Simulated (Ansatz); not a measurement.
# ZrCrW18: the cost of one run

All numbers below are computed with Ansatz 0.2.0 (DFT PBE, scalar-relativistic, plane waves, PAW).

1 further run of the same task is left out (it didn't finish). Runs told in other sessions of the task aren't counted.

## (1) The starting structure

The cell holds 20 atoms (CrW18Zr): a = 6.955 Å, b = 6.955 Å, c = 6.955 Å, α = 80.92°, β = 80.92°, γ = 80.92°.

The sites of an ideal bcc lattice, at a guessed lattice constant, take 18 W, 1 Zr, 1 Cr (sublattices apart by semicolons), with a shake of 0.02 Å. Warren-Cowley parameters of the first shell (negative: unlike neighbours preferred): Cr-W -0.11, Cr-Zr +1.00, W-Zr -0.11. In a cell this small the draw can fall short of the order aimed at.

Structure file:

```cif
data_structure
_symmetry_space_group_name_H-M 'P 1'
_symmetry_Int_Tables_number 1
_cell_length_a 6.9552
_cell_length_b 6.9552
_cell_length_c 6.9552
_cell_angle_alpha 80.915
_cell_angle_beta 80.915
_cell_angle_gamma 80.915
_cell_volume 325.00
loop_
_atom_site_label
_atom_site_type_symbol
_atom_site_fract_x
_atom_site_fract_y
_atom_site_fract_z
_atom_site_occupancy
Cr1 Cr 0.79932 0.29960 0.30107 1
Zr1 Zr 0.79762 0.79849 0.79619 1
W1 W 0.99465 0.00168 0.99793 1
W2 W 0.50052 0.49513 0.99874 1
W3 W 0.59783 0.10162 0.10296 1
W4 W 0.09930 0.60068 0.09667 1
W5 W 0.20246 0.19762 0.20231 1
W6 W 0.70511 0.69304 0.19786 1
W7 W 0.30458 0.79739 0.29744 1
W8 W 0.39894 0.39692 0.39989 1
W9 W 0.49942 0.99705 0.50255 1
W10 W 0.99524 0.49960 0.50105 1
W11 W 0.10074 0.09749 0.59773 1
W12 W 0.89284 0.90594 0.40524 1
W13 W 0.59827 0.59923 0.59844 1
W14 W 0.69941 0.19521 0.70174 1
W15 W 0.19742 0.69929 0.69690 1
W16 W 0.29962 0.30589 0.80308 1
W17 W 0.89871 0.39445 0.90148 1
W18 W 0.39677 0.90243 0.89972 1
```

## (2) Relaxation without symmetry, coarse mesh

A cheap relaxation: coarse mesh, no symmetry, loose thresholds.

The input, input.yaml:

```yaml
crystal:
  lattice:
    - [-4.78687821, 4.78687821, -1.59562607]
    - [-4.78687821, -1.59562607, 4.78687821]
    - [1.59562607, 4.78687821, 4.78687821]
  atoms:
    - { symbol: Cr, position: [0.7993170515, 0.2996040293, 0.3010659174], spin: -3.0 }
    - { symbol: Zr, position: [0.7976162127, 0.7984850414, 0.7961930104] }
    - { symbol: W, position: [0.9946497301, 0.001676509, 0.9979317985] }
    - { symbol: W, position: [0.5005209937, 0.4951258056, 0.9987394554] }
    - { symbol: W, position: [0.5978253952, 0.1016223113, 0.1029576598] }
    - { symbol: W, position: [0.0992952577, 0.6006847566, 0.0966706292] }
    - { symbol: W, position: [0.2024644681, 0.1976158195, 0.20231257] }
    - { symbol: W, position: [0.7051148597, 0.6930386384, 0.1978596928] }
    - { symbol: W, position: [0.3045802226, 0.7973868602, 0.2974420054] }
    - { symbol: W, position: [0.3989388087, 0.3969181419, 0.3998893566] }
    - { symbol: W, position: [0.4994157026, 0.9970517969, 0.5025519624] }
    - { symbol: W, position: [0.9952441198, 0.4996034262, 0.5010527966] }
    - { symbol: W, position: [0.1007378218, 0.0974851384, 0.5977283363] }
    - { symbol: W, position: [0.8928416409, 0.9059377202, 0.4052424937] }
    - { symbol: W, position: [0.5982656836, 0.5992275004, 0.5984373648] }
    - { symbol: W, position: [0.699408804, 0.1952052611, 0.7017367516] }
    - { symbol: W, position: [0.1974213292, 0.6992936854, 0.6968955105] }
    - { symbol: W, position: [0.2996186047, 0.3058934294, 0.8030825978] }
    - { symbol: W, position: [0.8987127453, 0.3944453023, 0.9014787803] }
    - { symbol: W, position: [0.396770076, 0.902434216, 0.8997156205] }
  symmetry: { detect: false }
basis:
  ecutwfc: 420
kpoints:
  mp_grid: { grid: [2, 2, 2], shift: [0.5, 0.5, 0.5] }
hamiltonian:
  xc: pbe
scf:
  occupations: { method: gaussian, width: 0.1 }
  lower_state_search: "off"
output:
  forces: true
  stress: true
  eigenvalues: true
  populations: true
magnetization:
  spin_polarized: true
relax:
  adjacent_minimum: "off"
  f_tol: 0.04
  max_steps: 50
  cell: { stress_tol: 0.3 }
```

The run is started by

```console
$ ansatz run input.yaml --threads 4 --pin off --max-ram 9216MiB --backend cpu --events-out ev --progress --plain --runs-dir out
```

**Question.** How long does this run take on 4 threads of AMD EPYC 9R45 (Zen 5), shared host, and how much memory does it need?

About 43 s, with a peak of 1.5 GiB.
